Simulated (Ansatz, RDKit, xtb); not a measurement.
# Isomers of C2H7NOSi2, a sample narrowed down

A sample of isomers of C2H7NOSi2 is drawn. Aim: find which of them has the lowest free energy at 298.15 K, then its properties. The sample is small against all isomers, and the most stable one of this formula need not be in it.

The funnel: GFN2-xTB relaxations, single points with a density functional, relaxations at PBE0-D3(BJ)/def2-SVP, harmonic vibrations (at GFN2-xTB), and a last energy at a higher level. All values are calculated.

### Step 1. Possible bonding patterns

Isomers were taken from a list of plausible structures; this is a sample, not all of them. That gives 4 candidates.

| label | SMILES | spin |
| --- | --- | --- |
| c289 | C#C[SiH2]N[SiH2]O | singlet |
| c372 | C#C[Si@@H](O)N[SiH3] | singlet |
| c524 | C#C[SiH2]N(O)[SiH3] | singlet |
| c953 | C#CN([SiH3])[SiH2]O | singlet |

Candidates are built by distance geometry, with a force field where one applies, in up to four conformers (letters a to d).

### Step 2. First filter: tight binding

All 12 starts are relaxed the same way. One of them, c289c (taken from a list of positional isomers, embedded by distance geometry and MMFF94), in full:

File start.xyz:

```xyz
13
c289c
C     -0.963555     1.918147     0.918103
C     -0.627963     0.756233     1.018638
N      1.415722    -1.225573     0.291972
O      1.682719     0.561917    -1.593391
Si    -0.038090    -1.039567     1.084902
Si     1.291908    -1.050763    -1.380127
H     -1.308014     2.934207     0.937938
H      0.188726    -1.396727     2.510572
H     -1.057730    -1.972837     0.513646
H      2.114179    -0.583684     0.610514
H     -0.037851    -1.309105    -1.892043
H      2.359443    -1.940428    -2.011674
H      0.898539     1.167608    -1.640400
```

Command:

```bash
xtb start.xyz --gfn 2 --opt
```

Output, shortened:

```text
* xtb version 6.7.1
[...]
          :  # basis functions                  43          :
[...]
          :  # electrons                        34          :
[...]
          :  Hamiltonian                  GFN2-xTB          :
[...]
          :  net charge                          0          :
          :  unpaired electrons                  0          :
[...]
   *** convergence criteria satisfied after 14 iterations ***
[...]
   *** GEOMETRY OPTIMIZATION CONVERGED AFTER 63 ITERATIONS ***
[...]
   *** convergence criteria satisfied after 3 iterations ***
[...]
         ::                     SUMMARY                     ::
         :::::::::::::::::::::::::::::::::::::::::::::::::::::
         :: total energy             -18.319209437883 Eh    ::
         :: gradient norm              0.001070956615 Eh/a0 ::
         :: HOMO-LUMO gap              4.520864764343 eV    ::
         ::.................................................::
         :: SCC energy               -18.583054537239 Eh    ::
         :: -> isotropic ES            0.064048219259 Eh    ::
         :: -> anisotropic ES          0.002392175160 Eh    ::
         :: -> anisotropic XC          0.010206202103 Eh    ::
         :: -> dispersion             -0.009905042002 Eh    ::
         :: repulsion energy           0.263845099355 Eh    ::
         :: add. restraining           0.000000000000 Eh    ::
         :: total charge              -0.000000000000 e     ::
         :::::::::::::::::::::::::::::::::::::::::::::::::::::
[...]
        17        2.0000           -0.3754156             -10.2156 (HOMO)
        18                         -0.2092769              -5.6947 (LUMO)
[...]
     #   Z          covCN         q      C6AA      α(0)
     1   6 C        1.910    -0.089    33.563     9.356
     2   6 C        1.861    -0.132    34.866     9.538
     3   7 N        2.500    -0.452    31.918     8.390
     4   8 O        1.575    -0.485    22.622     6.418
     5  14 Si       3.612     0.501    97.915    18.996
     6  14 Si       3.508     0.541    99.240    19.259
     7   1 H        0.928     0.072     2.062     2.246
     8   1 H        0.918    -0.105     5.761     3.754
     9   1 H        0.916    -0.098     5.485     3.663
    10   1 H        0.863     0.131     1.534     1.940
    11   1 H        0.919    -0.093     5.318     3.607
    12   1 H        0.918    -0.098     5.501     3.668
    13   1 H        0.811     0.308     0.696     1.310
[...]
     #   Z sym  total        # sym  WBO       # sym  WBO       # sym  WBO
 ---------------------------------------------------------------------------
     1   6 C    3.974 --     2 C    2.922     7 H    0.967
     2   6 C    3.935 --     1 C    2.922     5 Si   0.900
     3   7 N    3.270 --     5 Si   1.080     6 Si   1.009    10 H    0.977
     4   8 O    2.174 --     6 Si   1.200    13 H    0.867
     5  14 Si   3.816 --     3 N    1.080     2 C    0.900     8 H    0.876
                             9 H    0.875
     6  14 Si   3.993 --     4 O    1.200     3 N    1.009    11 H    0.878
                            12 H    0.876
     7   1 H    0.995 --     1 C    0.967
     8   1 H    0.989 --     5 Si   0.876
     9   1 H    0.990 --     5 Si   0.875
    10   1 H    0.983 --     3 N    0.977
    11   1 H    0.991 --     6 Si   0.878
[...]
molecular dipole:
                 x           y           z       tot (Debye)
 q only:        0.031      -0.146       0.387
   full:        0.005      -0.118       0.516       1.346
molecular quadrupole (traceless):
[...]
          | TOTAL ENERGY              -18.319209437883 Eh   |
          | GRADIENT NORM               0.001070956615 Eh/α |
          | HOMO-LUMO GAP               4.520864764343 eV   |
           -------------------------------------------------
[...]
```

Wall time 1.3 s (2 threads of Intel Xeon at 2.50GHz (Skylake/Cascade Lake), shared host).

### Step 3. Distinct minima at GFN2-xTB

12 of the 12 relaxations converged; 1 ended on a minimum already found. 11 distinct structures remain:

| label | start | SMILES after | spin | energy (kcal/mol) |
| --- | --- | --- | --- | --- |
| c953b | drawn | C#CN([SiH3])[SiH2]O | singlet | 0.0 |
| c289c | drawn | C#C[SiH2]N[SiH2]O | singlet | 8.4 |
| c289a | drawn | C#C[SiH2]N[SiH2]O | singlet | 9.8 |
| c289b | drawn | C#C[SiH2]N[SiH2]O | singlet | 9.8 |
| c372c | drawn | C#C[Si@@H](O)N[SiH3] | singlet | 10.9 |
| c372a | drawn | C#C[Si@@H](O)N[SiH3] | singlet | 11.4 |
| c372b | drawn | C#C[Si@@H](O)N[SiH3] | singlet | 12.0 |
| c372d | drawn | C#C[Si@@H](O)N[SiH3] | singlet | 12.6 |
| c524c | drawn | C#C[SiH2]N(O)[SiH3] | singlet | 75.5 |
| c524a | drawn | C#C[SiH2]N(O)[SiH3] | singlet | 75.6 |
| c524b | drawn | C#C[SiH2]N(O)[SiH3] | singlet | 76.0 |

### Step 4. Screening with a density functional

A choice of the minima (the low ones first, few conformers of a pattern, up to a cap) and the lowest that fell apart get a single point at r2SCAN-D4/def2-SVP on the tight-binding geometry, and one at HF/STO-3G for comparison. The lowest singlets are also tried as triplets at the same geometry (label ending in t). Within 40 kcal/mol but not screened, among others: c289b, c372b, c372d. The first, c953b:

File input.yaml:

```yaml
crystal:
  periodic: [false, false, false]
  atoms:
    - symbol: C
      position_ang: [-0.548504, -1.463575, -2.137021]
    - symbol: C
      position_ang: [-0.236406, -1.160312, -1.018473]
    - symbol: N
      position_ang: [0.010489, -0.836183, 0.256242]
    - symbol: O
      position_ang: [-2.590522, -1.592192, 0.571671]
    - symbol: Si
      position_ang: [1.619135, -0.264170, 0.612340]
    - symbol: Si
      position_ang: [-1.291974, -1.101345, 1.406400]
    - symbol: H
      position_ang: [-0.739774, -1.716100, -3.134842]
    - symbol: H
      position_ang: [1.911762, 0.850062, -0.291733]
    - symbol: H
      position_ang: [1.558662, 0.145836, 2.011326]
    - symbol: H
      position_ang: [2.577726, -1.353511, 0.402942]
    - symbol: H
      position_ang: [-1.591481, 0.175246, 2.045960]
    - symbol: H
      position_ang: [-0.902440, -2.163141, 2.328804]
    - symbol: H
      position_ang: [-2.516509, -1.687637, -0.378453]
basis:
  gaussian:
    orbitals: def2-SVP
scf:
  lower_state_search: off
output: {orbitals: {seedname: orbitals}}
hamiltonian:
  xc: r2scan
  dispersion: d4
```

Command:

```bash
ansatz run input.yaml --threads 2 --pin off --max-ram 5220MiB --events-out events.jsonl --progress --plain --runs-dir runs
```

Output, shortened:

```text
Warning: RAYON_NUM_THREADS=2 ignored (pool sized by the plan → 2); use --threads N
Functional definition: r2SCAN
  name "r2SCAN"
[...]
1429 factors; their error is unknown
[...]
mean field -21466.07326764 eV, -788.8636423586 hartree, gradient 3.8e-7 eV, S^2 0.000000; 0 other end points of the search recorded, 0 dependent functions left out
reference -21466.07327946 eV, -788.8636427930 hartree; 31, 31 occupied and 96, 96 virtual orbitals, 1429 factors
Total energy: -21466.16194377 eV, -788.8669011465 hartree
Checks for a lower state left out: stability, starts, cluster_reference, orbital_swaps, neighbouring_geometries, increment
```

Run time: 6 s. Hardware: 2 threads of Intel Xeon at 2.50GHz (Skylake/Cascade Lake), shared host.

Relative energies in kcal/mol, each column from its lowest structure that stays in one piece:

| label | SMILES | spin | GFN2-xTB | HF/STO-3G | r2SCAN-D4/def2-SVP |
| --- | --- | --- | --- | --- | --- |
| c372c | C#C[Si@@H](O)N[SiH3] | singlet | 10.9 | 0.0 | 0.0 |
| c372a | C#C[Si@@H](O)N[SiH3] | singlet | 11.4 | 0.2 | 0.7 |
| c289c | C#C[SiH2]N[SiH2]O | singlet | 8.4 | 3.6 | 1.5 |
| c289a | C#C[SiH2]N[SiH2]O | singlet | 9.8 | 0.9 | 2.0 |
| c953b | C#CN([SiH3])[SiH2]O | singlet | 0.0 | 13.5 | 19.1 |
| c372ct | C#C[Si@@H](O)N[SiH3] | triplet | – | – | 117.8 |
| c289ct | C#C[SiH2]N[SiH2]O | triplet | – | – | 118.7 |

Measured from c372c, GFN2-xTB misplaces c953b by 30 kcal/mol against r2SCAN-D4/def2-SVP, so minima dropped on its energies alone could hide the lowest isomer.

### Step 5. Refinement at PBE0-D3(BJ)/def2-SVP

3 candidates are relaxed at PBE0-D3(BJ)/def2-SVP (chosen among the lowest in one piece, one conformer a pattern). The first, c372c:

File input.yaml:

```yaml
crystal:
  periodic: [false, false, false]
  atoms:
    - {symbol: C, position_ang: [-1.626590, -2.138789, 1.308952]}
    - {symbol: C, position_ang: [-1.334129, -1.485636, 0.343839]}
    - {symbol: N, position_ang: [-1.741788, -1.226437, -2.447535]}
    - {symbol: O, position_ang: [0.694213, -0.411629, -1.440025]}
    - {symbol: Si, position_ang: [-0.898774, -0.453936, -1.138237]}
    - {symbol: Si, position_ang: [-1.553375, -0.967684, -4.147795]}
    - {symbol: H, position_ang: [-1.878551, -2.714188, 2.153593]}
    - {symbol: H, position_ang: [-1.198481, 0.957671, -0.934179]}
    - {symbol: H, position_ang: [1.149876, -1.182519, -1.766608]}
    - {symbol: H, position_ang: [-2.620804, -1.639674, -2.181207]}
    - {symbol: H, position_ang: [-0.118918, -0.989367, -4.435046]}
    - {symbol: H, position_ang: [-2.248327, -2.085151, -4.790520]}
    - {symbol: H, position_ang: [-2.126785, 0.312154, -4.583505]}
basis:
  gaussian: {orbitals: def2-SVP}
hamiltonian: {xc: {name: PBE0}, dispersion: d3bj}
scf: {lower_state_search: off}
relax: {f_tol: 0.006}
```

Command:

```bash
ansatz run input.yaml --threads 2 --pin off --max-ram 5220MiB --events-out events.jsonl --progress --plain --runs-dir runs
```

Output:

```text
Warning: RAYON_NUM_THREADS=2 ignored (pool sized by the plan → 2); use --threads N
The last accepted step is kept in runs//last_step.txt (removed where the run ends without a failure and the disk answers)
Functional definition: PBE0
  name "PBE0"
  parameter a = 0.25
  parameter kappa = 0.804
  parameter beta = 0.06672455060314922
  exchange = (1 - a)*pbe_x(kappa = kappa, mu = beta*pi^2/3) + a*exact_x
  correlation = pbe_c(beta = beta)
these checks for a lower state are left out or cut short: stability, starts, cluster_reference, orbital_swaps, neighbouring_geometries, increment
1354 factors; integrals over basis functions are off by at most 6.2e-4 eV
mean field evaluation 1: about -21448.2622 eV, gradient 7.0e1 eV
mean field evaluation 2: about -21441.2072 eV, gradient 9.1e1 eV
mean field evaluation 4: about -21458.2113 eV, gradient 2.8e0 eV
mean field evaluation 8: about -21458.2523 eV, gradient 7.6e-2 eV
mean field evaluation 16: about -21458.2523 eV, gradient 9.2e-6 eV
mean field -21458.25232318 eV, -788.5762279510 hartree, gradient 3.6e-6 eV, S^2 0.000000; 0 other end points of the search recorded, 0 dependent functions left out
the calculation of the forces begins
reference -21458.25235496 eV, -788.5762291190 hartree; 31, 31 occupied and 96, 96 virtual orbitals, 1354 factors
relax step   1: F+E_penalty+E_count = -21458.53789416 eV  Δ(F+E_penalty+E_count) = +0.000e0 eV  max|allowed force component| = 1.534e0 eV/Å  Δτ_max = 0.0000 Å  (15 SCF iters, accepted)
these checks for a lower state are left out or cut short: stability, starts, cluster_reference, orbital_swaps, neighbouring_geometries, increment
1354 factors; integrals over basis functions are off by at most 6.8e-4 eV
mean field -21458.36641982 eV, -788.5804209252 hartree, gradient 1.5e-6 eV, S^2 0.000000; 0 other end points of the search recorded, 0 dependent functions left out
the calculation of the forces begins
reference -21458.36645186 eV, -788.5804221026 hartree; 31, 31 occupied and 96, 96 virtual orbitals, 1354 factors
relax step   2: F+E_penalty+E_count = -21458.64934991 eV  Δ(F+E_penalty+E_count) = -1.115e-1 eV  max|allowed force component| = 5.890e-1 eV/Å  Δτ_max = 0.0785 Å  (22 SCF iters, accepted)
these checks for a lower state are left out or cut short: stability, starts, cluster_reference, orbital_swaps, neighbouring_geometries, increment
1354 factors; integrals over basis functions are off by at most 7.0e-4 eV
mean field evaluation 32: about -21458.3785 eV, gradient 1.6e-6 eV
mean field -21458.37853493 eV, -788.5808661475 hartree, gradient 1.6e-6 eV, S^2 0.000000; 0 other end points of the search recorded, 0 dependent functions left out
the calculation of the forces begins
reference -21458.37856701 eV, -788.5808673261 hartree; 31, 31 occupied and 96, 96 virtual orbitals, 1354 factors
relax step   3: F+E_penalty+E_count = -21458.66116187 eV  Δ(F+E_penalty+E_count) = -1.181e-2 eV  max|allowed force component| = 2.640e-1 eV/Å  Δτ_max = 0.0298 Å  (22 SCF iters, accepted)
[... from here on, the SCF cycles and remarks between the steps are left out ...]
relax step   4: F+E_penalty+E_count = -21458.66182810 eV  Δ(F+E_penalty+E_count) = -6.662e-4 eV  max|allowed force component| = 4.051e-1 eV/Å  Δτ_max = 0.0293 Å  (22 SCF iters, accepted)
relax step   5: F+E_penalty+E_count = -21458.66716598 eV  Δ(F+E_penalty+E_count) = -5.338e-3 eV  max|allowed force component| = 7.397e-2 eV/Å  Δτ_max = 0.0293 Å  (23 SCF iters, accepted)
relax step   6: F+E_penalty+E_count = -21458.66792610 eV  Δ(F+E_penalty+E_count) = -7.601e-4 eV  max|allowed force component| = 7.441e-2 eV/Å  Δτ_max = 0.0470 Å  (22 SCF iters, accepted)
relax step   7: F+E_penalty+E_count = -21458.66849453 eV  Δ(F+E_penalty+E_count) = -5.684e-4 eV  max|allowed force component| = 3.221e-2 eV/Å  Δτ_max = 0.0251 Å  (22 SCF iters, accepted)
relax step   8: F+E_penalty+E_count = -21458.66890949 eV  Δ(F+E_penalty+E_count) = -4.150e-4 eV  max|allowed force component| = 5.867e-2 eV/Å  Δτ_max = 0.0590 Å  (22 SCF iters, accepted)
relax step   9: F+E_penalty+E_count = -21458.66932065 eV  Δ(F+E_penalty+E_count) = -4.112e-4 eV  max|allowed force component| = 8.522e-2 eV/Å  Δτ_max = 0.0350 Å  (22 SCF iters, accepted)
relax step  10: F+E_penalty+E_count = -21458.67013941 eV  Δ(F+E_penalty+E_count) = -8.188e-4 eV  max|allowed force component| = 9.387e-2 eV/Å  Δτ_max = 0.1011 Å  (21 SCF iters, accepted)
relax step  11: F+E_penalty+E_count = -21458.67101232 eV  Δ(F+E_penalty+E_count) = -8.729e-4 eV  max|allowed force component| = 7.596e-2 eV/Å  Δτ_max = 0.0422 Å  (22 SCF iters, accepted)
relax step  12: F+E_penalty+E_count = -21458.67151439 eV  Δ(F+E_penalty+E_count) = -5.021e-4 eV  max|allowed force component| = 2.237e-1 eV/Å  Δτ_max = 0.1966 Å  (20 SCF iters, accepted)
relax step  13: F+E_penalty+E_count = -21458.67449797 eV  Δ(F+E_penalty+E_count) = -2.984e-3 eV  max|allowed force component| = 1.176e-1 eV/Å  Δτ_max = 0.0153 Å  (14 SCF iters, accepted)
relax step  14: F+E_penalty+E_count = -21458.67828945 eV  Δ(F+E_penalty+E_count) = -3.791e-3 eV  max|allowed force component| = 3.270e-2 eV/Å  Δτ_max = 0.0980 Å  (21 SCF iters, accepted)
relax step  15: F+E_penalty+E_count = -21458.68048276 eV  Δ(F+E_penalty+E_count) = -2.193e-3 eV  max|allowed force component| = 1.734e-1 eV/Å  Δτ_max = 0.1961 Å  (20 SCF iters, accepted)
relax step  16: F+E_penalty+E_count = -21458.68336731 eV  Δ(F+E_penalty+E_count) = -2.885e-3 eV  max|allowed force component| = 8.247e-2 eV/Å  Δτ_max = 0.0316 Å  (23 SCF iters, accepted)
relax step  17: F+E_penalty+E_count = -21458.68606313 eV  Δ(F+E_penalty+E_count) = -2.696e-3 eV  max|allowed force component| = 5.394e-2 eV/Å  Δτ_max = 0.0850 Å  (22 SCF iters, accepted)
relax step  18: F+E_penalty+E_count = -21458.68884861 eV  Δ(F+E_penalty+E_count) = -2.785e-3 eV  max|allowed force component| = 9.537e-2 eV/Å  Δτ_max = 0.1389 Å  (21 SCF iters, accepted)
relax step  19: F+E_penalty+E_count = -21458.69092528 eV  Δ(F+E_penalty+E_count) = -2.077e-3 eV  max|allowed force component| = 1.237e-1 eV/Å  Δτ_max = 0.0881 Å  (21 SCF iters, accepted)
relax step  20: F+E_penalty+E_count = -21458.69347291 eV  Δ(F+E_penalty+E_count) = -2.548e-3 eV  max|allowed force component| = 1.001e-1 eV/Å  Δτ_max = 0.0867 Å  (22 SCF iters, accepted)
relax step  21: F+E_penalty+E_count = -21458.69646046 eV  Δ(F+E_penalty+E_count) = -2.988e-3 eV  max|allowed force component| = 1.044e-1 eV/Å  Δτ_max = 0.1314 Å  (21 SCF iters, accepted)
relax step  22: F+E_penalty+E_count = -21458.69781854 eV  Δ(F+E_penalty+E_count) = -1.358e-3 eV  max|allowed force component| = 1.442e-1 eV/Å  Δτ_max = 0.1146 Å  (21 SCF iters, accepted)
relax step  23: F+E_penalty+E_count = -21458.69937208 eV  Δ(F+E_penalty+E_count) = -1.554e-3 eV  max|allowed force component| = 1.071e-1 eV/Å  Δτ_max = 0.0435 Å  (22 SCF iters, accepted)
relax step  24: F+E_penalty+E_count = -21458.70100352 eV  Δ(F+E_penalty+E_count) = -1.631e-3 eV  max|allowed force component| = 7.160e-2 eV/Å  Δτ_max = 0.0273 Å  (22 SCF iters, accepted)
relax step  25: F+E_penalty+E_count = -21458.70226476 eV  Δ(F+E_penalty+E_count) = -1.261e-3 eV  max|allowed force component| = 3.088e-2 eV/Å  Δτ_max = 0.0708 Å  (22 SCF iters, accepted)
relax step  26: F+E_penalty+E_count = -21458.70289976 eV  Δ(F+E_penalty+E_count) = -6.350e-4 eV  max|allowed force component| = 4.242e-2 eV/Å  Δτ_max = 0.1022 Å  (21 SCF iters, accepted)
relax step  27: F+E_penalty+E_count = -21458.70317636 eV  Δ(F+E_penalty+E_count) = -2.766e-4 eV  max|allowed force component| = 2.818e-2 eV/Å  Δτ_max = 0.0195 Å  (15 SCF iters, accepted)
relax step  28: F+E_penalty+E_count = -21458.70336399 eV  Δ(F+E_penalty+E_count) = -1.876e-4 eV  max|allowed force component| = 1.959e-2 eV/Å  Δτ_max = 0.0289 Å  (22 SCF iters, accepted)
relax step  29: F+E_penalty+E_count = -21458.70347423 eV  Δ(F+E_penalty+E_count) = -1.102e-4 eV  max|allowed force component| = 1.117e-2 eV/Å  Δτ_max = 0.0333 Å  (22 SCF iters, accepted)
relax step  30: F+E_penalty+E_count = -21458.70352827 eV  Δ(F+E_penalty+E_count) = -5.404e-5 eV  max|allowed force component| = 1.093e-2 eV/Å  Δτ_max = 0.0181 Å  (23 SCF iters, accepted)
relax step  31: F+E_penalty+E_count = -21458.70356973 eV  Δ(F+E_penalty+E_count) = -4.146e-5 eV  max|allowed force component| = 6.994e-3 eV/Å  Δτ_max = 0.0117 Å  (14 SCF iters, accepted)
relax step  32: F+E_penalty+E_count = -21458.70360302 eV  Δ(F+E_penalty+E_count) = -3.329e-5 eV  max|allowed force component| = 1.198e-2 eV/Å  Δτ_max = 0.0126 Å  (13 SCF iters, accepted)
relax step  33: F+E_penalty+E_count = -21458.70361889 eV  Δ(F+E_penalty+E_count) = -1.587e-5 eV  max|allowed force component| = 7.522e-3 eV/Å  Δτ_max = 0.0083 Å  (14 SCF iters, accepted)
relax step  34: F+E_penalty+E_count = -21458.70362908 eV  Δ(F+E_penalty+E_count) = -1.019e-5 eV  max|allowed force component| = 6.109e-3 eV/Å  Δτ_max = 0.0100 Å  (14 SCF iters, accepted)
these checks for a lower state are left out or cut short: stability, starts, cluster_reference, orbital_swaps, neighbouring_geometries, increment
1354 factors; integrals over basis functions are off by at most 6.4e-4 eV
mean field -21458.42232641 eV, -788.5824754546 hartree, gradient 1.3e-6 eV, S^2 0.000000; 0 other end points of the search recorded, 0 dependent functions left out
the calculation of the forces begins
reference -21458.42235852 eV, -788.5824766345 hartree; 31, 31 occupied and 96, 96 virtual orbitals, 1354 factors
relax step  35: F+E_penalty+E_count = -21458.70363412 eV  Δ(F+E_penalty+E_count) = -5.035e-6 eV  max|allowed force component| = 3.373e-3 eV/Å  Δτ_max = 0.0028 Å  (13 SCF iters, accepted)
Total energy: -21458.70366622 eV, -788.5928145019 hartree
Atom 0 at    -1.780973    -1.800047     1.362891 Å, force     0.000334    -0.000911    -0.000685 eV/Å
Atom 1 at    -1.335655    -1.339963     0.327551 Å, force    -0.000159     0.001080    -0.000410 eV/Å
Atom 2 at    -1.690371    -1.248882    -2.486671 Å, force     0.000621    -0.000726     0.001063 eV/Å
Atom 3 at     0.942670    -1.094703    -1.406851 Å, force    -0.002818    -0.003373     0.000521 eV/Å
Atom 4 at    -0.649966    -0.656430    -1.237798 Å, force     0.001448     0.000025     0.000089 eV/Å
Atom 5 at    -1.751220    -0.739585    -4.152876 Å, force    -0.001250    -0.001617     0.000631 eV/Å
Atom 6 at    -2.174335    -2.201060     2.280541 Å, force    -0.000051     0.000509     0.000256 eV/Å
Atom 7 at    -0.606883     0.822674    -1.220747 Å, force     0.000057    -0.000117     0.000102 eV/Å
Atom 8 at     1.133636    -2.037420    -1.387054 Å, force     0.000756     0.003063    -0.000464 eV/Å
Atom 9 at    -2.303901    -2.011452    -2.211524 Å, force     0.000564     0.001282    -0.001335 eV/Å
Atom 10 at    -0.917656     0.493418    -4.257982 Å, force    -0.000791    -0.000617     0.000159 eV/Å
Atom 11 at    -1.212849    -1.771178    -5.094573 Å, force     0.000737     0.000400    -0.000014 eV/Å
Atom 12 at    -3.154930    -0.440559    -4.573179 Å, force     0.000554     0.001002     0.000086 eV/Å
Dipole moment:    -0.222679    -0.456662     0.125848 e Å
Checks for a lower state left out: stability, starts, cluster_reference, orbital_swaps, neighbouring_geometries, increment
```

Wall time 6.4 min (2 threads of Intel Xeon at 2.50GHz (Skylake/Cascade Lake), shared host).

Energy change by step (eV): 0.0000, -0.1115, -0.1233, -0.1239, -0.1293, -0.1300, -0.1306, -0.1310, -0.1314, -0.1322, -0.1331, -0.1336, -0.1366, -0.1404, -0.1426, -0.1455, -0.1482, -0.1510, -0.1530, -0.1556, -0.1586, -0.1599, -0.1615, -0.1631, -0.1644, -0.1650, -0.1653, -0.1655, -0.1656, -0.1656.

After the run. Bond lengths: C1–C2 1.217 Å, C2–Si5 1.841 Å, N3–Si5 1.730 Å, O4–Si5 1.660 Å, N3–Si6 1.743 Å, C1–H7 1.076 Å, Si5–H8 1.480 Å, O4–H9 0.962 Å, N3–H10 1.017 Å, Si6–H11 1.492 Å, Si6–H12 1.497 Å, Si6–H13 1.495 Å. Some angles: C1–C2–Si5 179.5°, C2–Si5–N3 105.2°, C2–Si5–O4 110.2°, N3–Si5–O4 114.4°, Si5–N3–Si6 127.7°, C2–C1–H7 179.7°, C2–Si5–H8 111.9°, N3–Si5–H8 111.6°, O4–Si5–H8 103.7°, Si5–N3–H10 115.1°.

(Part 1 of 2 ends here.)
